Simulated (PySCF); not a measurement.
# F2 in PySCF: further runs

Aim: see how the results for F2 move with the level of theory and the settings. Levels: HF, PBE, PBE0. Tasks: MP2 correlation energy, RPA correlation energy, G0W0 quasiparticle levels, excitation energies (Tamm-Dancoff), CCSD(T) correlation energy.

Program: PySCF 2.14.0. These are calculated values, not measurements. Logs are shortened: lines on timing, memory, paths and dates and some standing lists are left out, and cuts for length are marked.

## 1. The structure

The cell holds a molecule in a box, 2 atoms: a = 11.000 Å, b = 10.000 Å, c = 10.000 Å, α = 90.00°, β = 90.00°, γ = 90.00°.

## 2. MP2 correlation energy, HF

The input, run.py:

```python
import json
import numpy as np
from pyscf.pbc import gto, scf, dft, df

cell = gto.Cell()
cell.basis = '6-31g*'
cell.fromfile('F.xyz')
cell.exp_to_discard = 0
cell.precision = 1e-08
cell.max_memory = 2520  # MB
cell.verbose = 4
cell.build()

res = {}
kpts = cell.make_kpts([1, 1, 1])
mf = scf.KRHF(cell, kpts, exxdiv='ewald')
mf = mf.density_fit()
mf.with_df._cderi = 'cderi.h5'  # three-centre integrals saved by an earlier run on this cell, basis and mesh
mf.conv_tol = 1e-08
mf.max_cycle = 60

mf.kernel()
res.update(converged=bool(mf.converged), e_tot=mf.e_tot, nelec=cell.nelectron, nao=cell.nao, mesh=list(map(int, cell.mesh)), a=cell.lattice_vectors().tolist(), coords=cell.atom_coords().tolist(),
           mo_energy=[np.real(x).tolist() for x in mf.mo_energy], mo_occ=[np.real(x).tolist() for x in mf.mo_occ])
import h5py
print('fit functions by k pair:', sorted({v['0'].shape[0] for v in h5py.File(mf.with_df._cderi)['j3c'].values()}))
res.update(kpts=cell.get_scaled_kpts(kpts).tolist())
res['parts'] = {k: float(np.real(v)) for k, v in mf.scf_summary.items() if np.isscalar(v)}
json.dump(res, open('results.json', 'w'))
if not mf.converged:
    raise SystemExit('SCF not converged')

print('levels (eV)')
for i, kp in enumerate(res['kpts'][:40]):
    print('k %7.4f %7.4f %7.4f  ' % tuple(kp), ' '.join('%.3f' % (x * 27.211386) for x in res['mo_energy'][i][:14]))

# Mulliken populations
dm, s = np.asarray(mf.make_rdm1()), np.asarray(mf.get_ovlp())
sites = cell.aoslice_by_atom()[:, 2:]
tot = np.einsum('kij,kji->i', dm, s).real / len(kpts)
res['mulliken'] = [cell.atom_charge(i) - tot[a0:a1].sum() for i, (a0, a1) in enumerate(sites)]
print('Mulliken charges', np.round(res['mulliken'], 5))

from pyscf.pbc import mp
pt = mp.KMP2(mf, frozen=2)
pt.kernel(with_t2=False)
res.update(e_corr=pt.e_corr, e_ss=getattr(pt, 'e_corr_ss', None), e_os=getattr(pt, 'e_corr_os', None))
res['done'] = True
json.dump(res, open('results.json', 'w'))
```

The input, F.xyz:

```xyz
2
Lattice="11.0000000000 0.0000000000 0.0000000000 0.0000000000 10.0000000000 0.0000000000 0.0000000000 0.0000000000 10.0000000000" Properties=species:S:1:pos:R:3 pbc="T T T"
F      4.9291000000      5.2334000000      4.7390000000
F      6.0969000400      4.8086000000      5.3290000000
```

Potentials or basis: 6-31g* (all-electron).

On the command line:

```sh
$ OMP_NUM_THREADS=2 python -u run.py > log
```

What it wrote:

```text
Discarded 0 diffused primitive functions, 0 contracted functions

******** <class 'pyscf.pbc.scf.khf.KRHF'> ********
method = KRHF
initial guess = minao
damping factor = 0
level_shift factor = 0
DIIS = <class 'pyscf.scf.diis.CDIIS'>
diis_start_cycle = 1
diis_space = 8
diis_damp = 0
SCF conv_tol = 1e-08
SCF conv_tol_grad = None
SCF max_cycles = 60
direct_scf = True
direct_scf_tol = 1e-13

******** PBC SCF flags ********
N kpts = 1
Exchange divergence treatment (exxdiv) = ewald
    madelung (= occupied orbital energy shift) = 0.14499679805288834
    Total energy shift due to Ewald probe charge = -1/2 * Nelec*madelung = -1.30497118248
DF object = <pyscf.pbc.df.df.GDF object>
Set gradient conv threshold to 0.0001

******** <class 'pyscf.pbc.df.rsdf_builder._RSNucBuilder'> ********
mesh = [39 35 35] (47775 PWs)
ke_cutoff = 15.974594755361078
omega = 0.5031368914330137
exclude_d_aux = False
exclude_dd_block = True
j2c_eig_always = False
has_long_range = True
init E= -198.854826059772
  HOMO = -0.478638299135  LUMO = -0.154620889357  gap/eV = 8.81696
cycle= 1 E= -198.655349569339  delta_E= 0.199  |g|= 0.34  |ddm|= 1.45
  HOMO = -0.679972827803  LUMO = 0.0907373060283  gap/eV = 20.97209
cycle= 2 E= -198.675140270194  delta_E= -0.0198  |g|= 0.0946  |ddm|= 0.209
  HOMO = -0.63951650413  LUMO = 0.147901004085  gap/eV = 21.42672
cycle= 3 E= -198.676501755831  delta_E= -0.00136  |g|= 0.0181  |ddm|= 0.0522
  HOMO = -0.645766783073  LUMO = 0.143804047527  gap/eV = 21.48532
cycle= 4 E= -198.676579779124  delta_E= -7.8e-05  |g|= 0.00388  |ddm|= 0.013
  HOMO = -0.645023301446  LUMO = 0.144955547163  gap/eV = 21.49642
cycle= 5 E= -198.676583379568  delta_E= -3.6e-06  |g|= 0.000515  |ddm|= 0.00293
  HOMO = -0.645058101318  LUMO = 0.144856802633  gap/eV = 21.49468
cycle= 6 E= -198.676583454807  delta_E= -7.52e-08  |g|= 4.04e-05  |ddm|= 0.000397
  HOMO = -0.645054635668  LUMO = 0.14485833836  gap/eV = 21.49463
cycle= 7 E= -198.676583455265  delta_E= -4.59e-10  |g|= 4.7e-06  |ddm|= 3.88e-05
  HOMO = -0.64505476083  LUMO = 0.144857504671  gap/eV = 21.49461
Extra cycle  E= -198.676583455272  delta_E= -6.96e-12  |g|= 1.51e-06  |ddm|= 3.68e-06
converged SCF energy = -198.676583455272
fit functions by k pair: [140]
levels (eV)
k  0.0000  0.0000  0.0000   -718.879 -718.873 -48.193 -40.117 -21.909 -21.909 -20.450 -17.553 -17.553 3.942 37.205 37.205 37.576 41.339
Mulliken charges [ 0. -0.]

******** <class 'pyscf.pbc.mp.kmp2.KMP2'> ********
nkpts = 1
nocc = 7
nmo = 26
with_df_ints = True
frozen orbitals = 2
E(KMP2) = -199.031184550726  E_corr = -0.354601095453593
E(SCS-KMP2) = -199.019571012846  E_corr = -0.342987557573286
E_corr(same-spin) = -0.0952312580434913
E_corr(oppo-spin) = -0.259369837410102
```

Wall time 4.3 s (2 threads of Intel Xeon at 2.50GHz (Skylake/Cascade Lake), shared host); peak memory 0.41 GiB.

What came out:

```
Free energy                     : -5406.2653 eV
Gap between the frontier levels : 21.49 eV
MP2 correlation energy per cell : -9.649 eV
```

Levels at points of the mesh, in eV from the valence-band top:
| k point | band 4 | band 5 | band 6 | band 7 | band 8 | band 9 | band 10 | band 11 | band 12 | band 13 |
| --- | --- | --- | --- | --- | --- | --- | --- | --- | --- | --- |
| (0.00, 0.00, 0.00) | -22.56 | -4.36 | -4.36 | -2.90 | 0.00 | 0.00 | 21.49 | 54.76 | 54.76 | 55.13 |

Caveat: the basis is small and the box finite, so much correlation energy is missing and levels can be off by tenths of an eV; this is a molecule in a periodic box at the Γ point, so its band gap is the HOMO-LUMO gap; total energy, band gap and charges are those of the mean-field reference; the basis of atomic orbitals isn't converged, which shifts pressures, moduli and gaps.

## 3. RPA correlation energy, PBE

run.py, as its differences from that of step 2:

```diff
@@ -15,3 +15,3 @@
 kpts = cell.make_kpts([1, 1, 1])
-mf = scf.KRHF(cell, kpts, exxdiv='ewald')
+mf = dft.KRKS(cell, kpts, xc='pbe')
 mf = mf.density_fit()
@@ -43,6 +43,9 @@
 
-from pyscf.pbc import mp
-pt = mp.KMP2(mf, frozen=2)
-pt.kernel(with_t2=False)
-res.update(e_corr=pt.e_corr, e_ss=getattr(pt, 'e_corr_ss', None), e_os=getattr(pt, 'e_corr_os', None))
+from pyscf.pbc.gw.krpa import KRPA
+rpa = KRPA(mf, frozen=2)
+rpa.kernel()
+res.update(e_corr=rpa.e_corr, e_hf=rpa.e_hf, e_rpa=rpa.e_tot)
+rpa.fc = True  # again, with the correction for q -> 0
+rpa.kernel()
+res['e_corr_fc'] = rpa.e_corr
 res['done'] = True
```

F.xyz is that of step 2.

Potentials or basis: 6-31g* (all-electron).

On the command line:

```sh
$ OMP_NUM_THREADS=2 python -u run.py > log
```

What it wrote:

```text
Discarded 0 diffused primitive functions, 0 contracted functions

******** <class 'pyscf.pbc.dft.krks.KRKS'> ********
method = KRKS
initial guess = minao
damping factor = 0
level_shift factor = 0
DIIS = <class 'pyscf.scf.diis.CDIIS'>
diis_start_cycle = 1
diis_space = 8
diis_damp = 0
SCF conv_tol = 1e-08
SCF conv_tol_grad = None
SCF max_cycles = 60
direct_scf = True
direct_scf_tol = 1e-13

******** PBC SCF flags ********
N kpts = 1
Exchange divergence treatment (exxdiv) = ewald
    madelung (= occupied orbital energy shift) = 0.14499679805288834
    Total energy shift due to Ewald probe charge = -1/2 * Nelec*madelung = -1.30497118248
DF object = <pyscf.pbc.df.df.GDF object>
XC functionals = pbe
small_rho_cutoff = 0
radial grids:
    Treutler-Ahlrichs [JCP 102, 346 (1995); DOI:10.1063/1.469408] (M4) radial grids

becke partition: Becke, JCP 88, 2547 (1988); DOI:10.1063/1.454033
pruning grids: <function nwchem_prune>
grids dens level: 3
symmetrized grids: False
atomic radii adjust function: <function treutler_atomic_radii_adjust>
Set gradient conv threshold to 0.0001

******** <class 'pyscf.pbc.df.rsdf_builder._RSNucBuilder'> ********
mesh = [39 35 35] (47775 PWs)
ke_cutoff = 15.974594755361078
omega = 0.5031368914330137
exclude_d_aux = False
exclude_dd_block = True
j2c_eig_always = False
has_long_range = True
tot grids = 28524
cell vol = 7423.16794  sum(weights) = 7454.21374
nelec by numeric integration = 17.99999796810308
init E= -199.730236311762
  HOMO = -0.323182397416  LUMO = -0.122182376377  gap/eV = 5.46949
nelec by numeric integration = 17.999997689529685
cycle= 1 E= -199.309311762015  delta_E= 0.421  |g|= 0.211  |ddm|= 1.46
  HOMO = -0.29591320353  LUMO = -0.149086107548  gap/eV = 3.99537
nelec by numeric integration = 17.999997821577026
cycle= 2 E= -199.314100905666  delta_E= -0.00479  |g|= 0.12  |ddm|= 0.189
  HOMO = -0.30266818634  LUMO = -0.150808464538  gap/eV = 4.13231
nelec by numeric integration = 17.999997766774527
cycle= 3 E= -199.316673919687  delta_E= -0.00257  |g|= 0.00881  |ddm|= 0.0751
  HOMO = -0.301393310592  LUMO = -0.149000297206  gap/eV = 4.14683
nelec by numeric integration = 17.999997774221747
cycle= 4 E= -199.316686081597  delta_E= -1.22e-05  |g|= 0.00242  |ddm|= 0.00571
  HOMO = -0.301850374414  LUMO = -0.149526569489  gap/eV = 4.14494
nelec by numeric integration = 17.99999777223549
cycle= 5 E= -199.316687013201  delta_E= -9.32e-07  |g|= 1.59e-05  |ddm|= 0.00131
  HOMO = -0.301850765894  LUMO = -0.149529509546  gap/eV = 4.14487
nelec by numeric integration = 17.99999777224388
cycle= 6 E= -199.316687013244  delta_E= -4.23e-11  |g|= 5.99e-07  |ddm|= 9.73e-06
  HOMO = -0.301850715296  LUMO = -0.149529546924  gap/eV = 4.14487
nelec by numeric integration = 17.999997772243816
Extra cycle  E= -199.316687013244  delta_E= 5.68e-14  |g|= 5.55e-07  |ddm|= 5.8e-07
converged SCF energy = -199.316687013244
fit functions by k pair: [140]
levels (eV)
k  0.0000  0.0000  0.0000   -662.470 -662.467 -33.530 -26.433 -14.608 -11.975 -11.974 -8.214 -8.214 -4.069 27.803 27.803 27.870 31.779
Mulliken charges [-0.  0.]

******** <class 'pyscf.pbc.gw.krpa.KRPA'> ********
method = KRPA
RPA nocc = 7, nvir = 19, nkpts = 1
frozen orbitals = 2
grid type = legendre
outcore mode = False
RPA finite size corrections = False
ACFD exchange energy = False

******** <class 'pyscf.pbc.gw.krpa.KRPA'> ********
method = KRPA
RPA nocc = 7, nvir = 19, nkpts = 1
frozen orbitals = 2
grid type = legendre
outcore mode = False
RPA finite size corrections = True
ACFD exchange energy = False
```

It took 7.6 s on 2 threads of Intel Xeon at 2.50GHz (Skylake/Cascade Lake), shared host; peak memory 0.45 GiB.

What came out:

- Free energy: -5423.6834 eV
- Gap between the frontier levels, mean-field level: 4.14 eV
- RPA correlation energy: -7.006 eV/atom
- RPA correlation energy per cell: -14.013 eV

Levels at points of the mesh, in eV from the valence-band top:
| k point | band 7 | band 8 | band 9 | band 10 | band 11 | band 12 |
| --- | --- | --- | --- | --- | --- | --- |
| (0.00, 0.00, 0.00) | -3.76 | 0.00 | 0.00 | 4.14 | 36.02 | 36.02 |

Caveat: the basis is small and the box finite, so much correlation energy is missing and levels can be off by tenths of an eV; this is a molecule in a periodic box at the Γ point, so its band gap is the HOMO-LUMO gap; total energy, band gap and charges are those of the mean-field reference; the basis of atomic orbitals isn't converged, which shifts pressures, moduli and gaps.

## 4. G0W0 quasiparticle levels, PBE0

run.py, as its differences from that of step 3:

```diff
@@ -15,3 +15,3 @@
 kpts = cell.make_kpts([1, 1, 1])
-mf = dft.KRKS(cell, kpts, xc='pbe')
+mf = dft.KRKS(cell, kpts, xc='pbe0', exxdiv='ewald')
 mf = mf.density_fit()
@@ -43,9 +43,9 @@
 
-from pyscf.pbc.gw.krpa import KRPA
-rpa = KRPA(mf, frozen=2)
-rpa.kernel()
-res.update(e_corr=rpa.e_corr, e_hf=rpa.e_hf, e_rpa=rpa.e_tot)
-rpa.fc = True  # again, with the correction for q -> 0
-rpa.kernel()
-res['e_corr_fc'] = rpa.e_corr
+from pyscf.pbc.gw.krgw_ac import KRGWAC
+gw = KRGWAC(mf, frozen=2)
+gw.fc = True
+orbs = list(range(6, 12))
+gw.kernel(orbs=orbs)
+res['orbs'] = orbs
+res['qp'] = np.asarray(gw.mo_energy).real.tolist()
 res['done'] = True
```

F.xyz is that of step 3.

Potentials or basis: 6-31g* (all-electron).

On the command line:

```sh
$ OMP_NUM_THREADS=2 python -u run.py > log
```

What it wrote:

```text
Discarded 0 diffused primitive functions, 0 contracted functions

******** <class 'pyscf.pbc.dft.krks.KRKS'> ********
method = KRKS
initial guess = minao
damping factor = 0
level_shift factor = 0
DIIS = <class 'pyscf.scf.diis.CDIIS'>
diis_start_cycle = 1
diis_space = 8
diis_damp = 0
SCF conv_tol = 1e-08
SCF conv_tol_grad = None
SCF max_cycles = 60
direct_scf = True
direct_scf_tol = 1e-13

******** PBC SCF flags ********
N kpts = 1
Exchange divergence treatment (exxdiv) = ewald
    madelung (= occupied orbital energy shift) = 0.14499679805288834
    Total energy shift due to Ewald probe charge = -1/2 * Nelec*madelung = -1.30497118248
DF object = <pyscf.pbc.df.df.GDF object>
XC functionals = pbe0
small_rho_cutoff = 0
radial grids:
    Treutler-Ahlrichs [JCP 102, 346 (1995); DOI:10.1063/1.469408] (M4) radial grids

becke partition: Becke, JCP 88, 2547 (1988); DOI:10.1063/1.454033
pruning grids: <function nwchem_prune>
grids dens level: 3
symmetrized grids: False
atomic radii adjust function: <function treutler_atomic_radii_adjust>
Set gradient conv threshold to 0.0001

******** <class 'pyscf.pbc.df.rsdf_builder._RSNucBuilder'> ********
mesh = [39 35 35] (47775 PWs)
ke_cutoff = 15.974594755361078
omega = 0.5031368914330137
exclude_d_aux = False
exclude_dd_block = True
j2c_eig_always = False
has_long_range = True
tot grids = 28524
cell vol = 7423.16794  sum(weights) = 7454.21374
nelec by numeric integration = 17.99999796810308
init E= -199.667345659899
  HOMO = -0.374026685722  LUMO = -0.142398001858  gap/eV = 6.30294
nelec by numeric integration = 17.999997806133344
cycle= 1 E= -199.301534148988  delta_E= 0.366  |g|= 0.217  |ddm|= 1.45
  HOMO = -0.408339896615  LUMO = -0.104916934287  gap/eV = 8.25656
nelec by numeric integration = 17.99999776871634
cycle= 2 E= -199.30782334437  delta_E= -0.00629  |g|= 0.0973  |ddm|= 0.168
  HOMO = -0.395704050977  LUMO = -0.0856225347976  gap/eV = 8.43775
nelec by numeric integration = 17.999997789357458
cycle= 3 E= -199.309430882666  delta_E= -0.00161  |g|= 0.0108  |ddm|= 0.0499
  HOMO = -0.399186579915  LUMO = -0.0891959015019  gap/eV = 8.43528
nelec by numeric integration = 17.99999777609615
cycle= 4 E= -199.309446986569  delta_E= -1.61e-05  |g|= 0.00388  |ddm|= 0.008
  HOMO = -0.398353456408  LUMO = -0.0881971823221  gap/eV = 8.43978
nelec by numeric integration = 17.999997779350306
cycle= 5 E= -199.309449204176  delta_E= -2.22e-06  |g|= 3.13e-05  |ddm|= 0.00219
  HOMO = -0.398351710165  LUMO = -0.0881932586875  gap/eV = 8.43984
nelec by numeric integration = 17.99999777933433
cycle= 6 E= -199.309449204346  delta_E= -1.7e-10  |g|= 7.68e-07  |ddm|= 1.75e-05
  HOMO = -0.398351445209  LUMO = -0.08819295589  gap/eV = 8.43984
nelec by numeric integration = 17.999997779334876
Extra cycle  E= -199.309449204346  delta_E=    0  |g|= 4.45e-07  |ddm|= 5.6e-07
converged SCF energy = -199.309449204346
fit functions by k pair: [140]
levels (eV)
k  0.0000  0.0000  0.0000   -676.740 -676.740 -37.542 -30.178 -16.423 -14.762 -14.762 -10.840 -10.840 -2.400 29.924 29.924 30.048 33.979
Mulliken charges [-0.  0.]

******** <class 'pyscf.pbc.gw.krgw_ac.KRGWAC'> ********
method = KRGWAC
GW nocc = 7, nvir = 19, nkpts = 1
frozen orbitals = 2
orbital list = [6, 7, 8, 9, 10, 11]
off-diagonal self-energy = False
GW density matrix = False
density-fitting for exchange = False
outcore for self-energy= False
finite size corrections = True
grids for finite size corrections = False
broadening parameter = 5.000e-03
number of grids = 100
analytic continuation method = pade
imaginary frequency cutoff = 5.0
Pade points = 18
Pade step ratio = 0.667
use perturbative linearized QP eqn = False
QPE max iter = 100
QPE tolerance = 1.0e-06

WARN: GW QP energies may not be sorted from min to max
```

Wall time 5 s (2 threads of Intel Xeon at 2.50GHz (Skylake/Cascade Lake), shared host); peak memory 0.41 GiB.

Results:

* Free energy: -5423.4864 eV
* Gap between the frontier levels, mean-field level: 8.44 eV
* Quasiparticle gap: 16.83 eV

Levels at points of the mesh, in eV from the valence-band top:
```csv
k point,band 7,band 8,band 9,band 10,band 11,band 12
"(0.00, 0.00, 0.00)",-3.92,0.00,0.00,8.44,40.76,40.76
```

Caveat: the basis is small and the box finite, so much correlation energy is missing and levels can be off by tenths of an eV; this is a molecule in a periodic box at the Γ point, so its band gap is the HOMO-LUMO gap; total energy, band gap and charges are those of the mean-field reference; the basis of atomic orbitals isn't converged, which shifts pressures, moduli and gaps.

[end of part 1 of 2]
